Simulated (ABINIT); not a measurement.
Runs of ABINIT 10.8.3 (patched build) on HfB. It takes space group Fm-3m (No. 225, cubic). Conventional cell: a = 4.620 Å, b = 4.620 Å, c = 4.620 Å, α = 90.00°, β = 90.00°, γ = 90.00°. Hf (site symmetry m-3m) is surrounded by 6 B at 2.31 Å. B (site symmetry m-3m) has 6 Hf at 2.31 Å as nearest neighbours. 

| level | gap on the mesh (eV) | pressure (GPa) |
| --- | --- | --- |
| PW91 | none | 30.4 |
| SCAN | none | (a) |
| BLYP | none | 37.4 |
| AM05 | none | 23.6 |
| r2SCAN | none | 30.4 |

Alike in all rows: task band structure; potentials or basis JTH PAW PBE v2.0; no spin polarisation; cell as given; k mesh 10 × 10 × 10; cutoff (eV) 626; smearing fermi-dirac 0.05 eV.

Estimate the missing entries.

(a) 26.1.

Caveats: the PAW data sets were made with another functional, which shifts forces and pressure a little; spin-orbit coupling is left out, which moves the levels of the heavy elements; a pressure of tens of GPa on the cell as given is suspect, and the run, the potentials or the cell itself is likely at fault (some runs).

A k mesh can miss the band edges, and the runs leave out spin-orbit coupling on Hf.

A gap of «none» marks a metal or a gap under the smearing width.
